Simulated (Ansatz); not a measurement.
This script makes cell relaxations under several functionals of Li₃Pb, space group Fm-3m with the Ansatz DFT code, driven from Python.

`run_lattice.py`
```python
# -*- coding: utf-8 -*-
import logging
import sys

import ansatz as az
import numpy as np

logging.basicConfig(stream=sys.stdout, format='%(levelname)s %(message)s')
log = logging.getLogger('run')
log.setLevel(logging.INFO)

def edges_and_angles(cell):
    cell = np.asarray(cell)
    a, b, c = np.linalg.norm(cell, axis=1)
    cosines = cell[1] @ cell[2] / (b * c), cell[0] @ cell[2] / (a * c), cell[0] @ cell[1] / (a * b)
    return (a, b, c, *np.degrees(np.arccos(cosines)))


def main():
    structure = (
        az.Lattice.of((0.0, 3.3435, 3.3435), (3.3435, 0.0, 3.3435), (3.3435, 3.3435, 0.0))
        .atom('Li', (0.5, 0.5, 0.5))
        .atom('Li', (0.25, 0.25, 0.25))
        .atom('Li', (0.75, 0.75, 0.75))
        .atom('Pb', (0.0, 0.0, 0.0))
    )

    calculation = (
        structure.calculation()
        .basis(650)
        .kpoints(mesh=(7, 7, 7))
        .occupations('fermi_dirac', width=0.1)
        .scf(tolerance=1e-07)
        .relax(cell=True, force_tolerance=0.01)
    )

    levels = [('blyp', 'd3bj'), ('r2scan', 'd4'), ('pbesol', 'none')]
    log.info('level            a       b       c    alpha   beta  gamma  V/atom  steps')
    for name, dispersion in levels:
        seen = []
        run = calculation.functional(name, dispersion=dispersion).session().plan()
        out = run.execute(on_event=lambda e: seen.append(e) if e['event'] == 'relax_step' else None)
        cell = out.lattice.cell_ang
        label = name if dispersion == 'none' else f'{name}+{dispersion}'
        print('{:13s} {:7.4f} {:7.4f} {:7.4f} {:6.2f} {:6.2f} {:6.2f}'.format(label, *edges_and_angles(cell)), f'{abs(np.linalg.det(cell)) / len(out.lattice.sites):7.3f} {len(seen):5d}')


if __name__ == '__main__':
    main()
```

Rank the levels of theory by the volume of the relaxed cell.

From smallest to largest: BLYP+D3BJ (15.62 Å³ an atom, -16.4 % against the start), PBEsol (18.13 Å³ an atom, -3.0 % against the start) and r2SCAN+D4 (18.34 Å³ an atom, -1.9 % against the start). The spread is 17.4 % in volume.

What the script printed:

```console
$ python run_lattice.py
INFO level            a       b       c    alpha   beta  gamma  V/atom  steps
DeckWarning: relax.cell: scf.convergence.dr2_threshold = 1e-7 eV (the SCF's general default) is looser than the 4e-10 eV advised for a relaxation that steers and ends on the stress (1e-10 eV for each atom of the cell: 4). What an SCF threshold leaves in a stress goes as its square root, and in the free energy as the threshold itself, and one threshold admits the most on a small cell: of the crystals measured, under no hybrid functional and no lock of the moments, on runs that ended without the [...]
blyp+d3bj      4.4536  4.4536  4.4536  60.00  60.00  60.00  15.615     5
r2scan+d4      4.6985  4.6985  4.6985  60.00  60.00  60.00  18.335     3
pbesol         4.6808  4.6808  4.6808  60.00  60.00  60.00  18.130     3
```
(Warnings from the package without file and line, shortened.)

Forces vanish by symmetry, so the ions can't move, and the end may be a saddle. BLYP and dispersion corrections can be off by several per cent in the lattices of metals, and by several GPa in the pressure at a fixed cell. The mesh is modest for a metal, so energies can be off by several to tens of meV an atom and pressures by half a GPa or more; differences at equal mesh fare better. Edges and angles are those of the cell as typed, here a primitive one, not of the conventional cell. Spin-orbit coupling, which matters for elements this heavy, is left out. The structure is a deposited one; some such entries were measured under pressure or heat, so a shift against it needn't be the functional's error alone. Finished in 32 s on 1 thread of Arm Neoverse V2, with other jobs on the host, peak memory 0.76 GiB.

(A comment or docstring line of the script was reworded after the run, the code is as it ran; lines on the test bed's own set-up are left out of the output.)
